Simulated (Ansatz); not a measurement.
# BH₆NSiTe: basis-set convergence

How large a basis does BH₆NSiTe need? Two functionals are run in growing sets.

Program: Ansatz 0.2.0, Gaussian basis. Level of theory: one geometry, several basis sets. These are calculated values, not measurements.

The runs, in order: PBE0-D4/def2-SVP; ωB97M-V/def2-SVP; PBE0-D4/def2-QZVPP; ωB97M-V/def2-QZVPP; the functionals' def2-TZVPP values are taken from earlier runs.

### Step 1. The relaxed structure

All runs share one geometry, relaxed beforehand with PBE0-D4 in a triple-zeta def2 set. Te takes the def2 core potential; no spin-orbit term is included.

SMILES `B[Te][SiH2]N`, 10 atoms, charge 0, spin multiplicity 1.

Atoms are counted from 1 here; the program's logs count them from 0.

Bond lengths: B1–Te2 2.101 Å, B1–H5 1.192 Å, B1–H6 1.192 Å, Te2–Si3 2.540 Å, Si3–N4 1.711 Å, Si3–H7 1.483 Å, Si3–H8 1.483 Å, N4–H9 1.008 Å, N4–H10 1.008 Å. Angles: Te2–B1–H5 120.8°, Te2–B1–H6 116.8°, H5–B1–H6 122.4°, B1–Te2–Si3 97.1°, Te2–Si3–N4 116.2°, Te2–Si3–H7 106.3°, Te2–Si3–H8 106.5°, N4–Si3–H7 108.6°, N4–Si3–H8 108.4°, H7–Si3–H8 110.8°, Si3–N4–H9 119.0°, Si3–N4–H10 118.9°, H9–N4–H10 110.2°.

### Step 2. PBE0-D4 in def2-SVP

Contents of in.yaml:

```yaml
crystal:
  periodic: [false, false, false]
  atoms:
    - {symbol: B, position_ang: [-1.577531, 1.317345, -0.722503]}
    - {symbol: Te, position_ang: [-1.807487, -0.770639, -0.678667]}
    - {symbol: Si, position_ang: [0.487921, -1.319739, 0.261224]}
    - {symbol: N, position_ang: [1.496746, 0.014485, 0.618972]}
    - {symbol: H, position_ang: [-0.565040, 1.827105, -0.355511]}
    - {symbol: H, position_ang: [-2.501928, 1.951128, -1.127238]}
    - {symbol: H, position_ang: [0.254165, -2.083005, 1.511011]}
    - {symbol: H, position_ang: [1.166820, -2.162677, -0.752497]}
    - {symbol: H, position_ang: [1.253735, 0.617439, 1.389923]}
    - {symbol: H, position_ang: [1.875799, 0.557258, -0.141715]}
basis:
  gaussian: {orbitals: def2-SVP}
hamiltonian: {xc: pbe0, dispersion: d4}
output: {orbitals: {seedname: orbitals}}
```

Further steps of the session: ωB97M-V in def2-SVP; PBE0-D4 in def2-QZVPP; ωB97M-V in def2-QZVPP.

**Question.** What will the summary of the whole plan be? Wanted: PBE0-D4: double and triple zeta above quadruple; ωB97M-V: double and triple zeta above quadruple.

**Answer**, as computed:

| quantity | value |
| --- | --- |
| PBE0-D4: double and triple zeta above quadruple | 6.23, 0.46 eV |
| ωB97M-V: double and triple zeta above quadruple | 6.40, 0.43 eV |

In words: PBE0-D4 gains 5.77 eV from double to triple zeta, then 0.46 eV more. These are total energies; as a rule much of such shifts cancels in differences, which this series doesn't test.
